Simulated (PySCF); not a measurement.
# CH5ClGe: the cost of one run

Computed with PySCF 2.14.0; each step states its level. No surroundings beyond the atoms listed, unless a continuum is named. Atoms count from 0, parts from 1.

## (1) Starting point

Each species was relaxed by itself at PBE0-D3(BJ)/def2-SVPD.

## (2) Energies of the species: wB97M-D3(BJ)/def2-TZVPD

Job settings and geometry (Å):

```
{"job": {"kind": "react", "xc": "wB97M-D3(BJ)", "basis": "def2-TZVPD"}, "charge": 0, "multiplicity": 1}
-1 CH6Ge charge 0 multiplicity 1
C      0.404160    -0.868970    -0.154340
Ge    -0.428840     0.859810     0.206360
H      0.999090    -1.198100     0.708720
H     -0.360800    -1.630780    -0.358360
H      1.068010    -0.802570    -1.027310
H      0.646520     1.923820     0.493580
H     -1.259730     1.318520    -1.006160
H     -1.359760     0.762060     1.428970

-1 Cl2 charge 0 multiplicity 1
Cl     1.014580    -0.004210     0.013950
Cl    -1.014650     0.006270    -0.012800

+1 CH5ClGe charge 0 multiplicity 1
C      0.453020    -0.462670     0.881060
Ge    -0.345380     0.123940    -0.784230
Cl    -2.505850     0.238030    -0.461200
H      1.544850    -0.535780     0.771360
H      0.056920    -1.447520     1.161270
H      0.223130     0.253810     1.680560
H      0.085180     1.539090    -1.194020
H     -0.152490    -0.877530    -1.931320

+1 ClH charge 0 multiplicity 1
Cl     0.644610    -0.003510     0.011160
H     -0.643400     0.005080    -0.010900
```

Method: wB97M-D3(BJ)/def2-TZVPD reaction energy of separated species, gas phase.

Command:

```console
OMP_NUM_THREADS=1 python cluster_run.py task.json out
```

This one command runs all jobs of the session in turn.

Q: Estimate the wall time and peak memory of this first job on 1 thread of Arm Neoverse V2, shared host.

About 16 s, with a peak of 0.64 GiB.
